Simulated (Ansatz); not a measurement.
# AgSnP: the cost of one run

Program: Ansatz 0.2.0. Level of theory: DFT PBE, scalar-relativistic, plane waves, PAW. These are calculated values, not measurements.

### Step 1. Starting point

Symmetry: P-6m2, No. 187, hexagonal system. The conventional cell has a = 4.728 Å, b = 4.728 Å, c = 3.394 Å, α = 90.00°, β = 90.00°, γ = 120.00°. Ag (site symmetry -6m2) is surrounded by 3 P at 2.73 Å. Around Sn (site symmetry -6m2) lie 6 Ag at 3.21 Å and 6 P at 3.21 Å and 2 Sn at 3.39 Å. P (site symmetry -6m2) is surrounded by 3 Ag at 2.73 Å and 6 Sn at 3.21 Å.

Structure file:

```
Ag Sn P
1.0
     4.72807    0.00000    0.00000
    -2.36403    4.09463    0.00000
     0.00000    0.00000    3.39380
Ag Sn P
1 1 1
Direct
  0.33333 0.66667 0.00000
  0.00000 0.00000 0.50000
  0.66667 0.33333 0.00000
```

Recipe of the guess: species swapped into a database cell of HoAgSn (P-6m2, No. 187), with Sn on the Ho sites, P on the Ag sites and Ag on the Sn sites. The dimensions are guesses.

### Step 2. A first look at the guess

Input file input.yaml:

```yaml
crystal:
  lattice:
    - [4.72806948, 0.0, 0.0]
    - [-2.36403474, 4.09462828, 0.0]
    - [0.0, 0.0, 3.39380287]
  atoms:
    - { symbol: Ag, position: [0.33333333, 0.66666667, 0.0] }
    - { symbol: Sn, position: [0.0, 0.0, 0.5] }
    - { symbol: P, position: [0.66666667, 0.33333333, 0.0] }
basis:
  ecutwfc: 420
kpoints:
  mp_grid: { grid: [6, 6, 6] }
hamiltonian:
  xc: pbe
scf:
  occupations: { method: gaussian, width: 0.1 }
  lower_state_search: "off"
output:
  forces: true
  stress: true
  eigenvalues: true
```

On the command line:

```bash
$ ansatz run input.yaml --threads 1 --pin off --max-ram 2048MiB --backend cpu --events-out ev --progress --plain --runs-dir out
```

Q: Estimate wall time and peak memory on 1 thread of Arm Neoverse V1, shared host.

About 4.5 s, with a peak of 0.35 GiB.
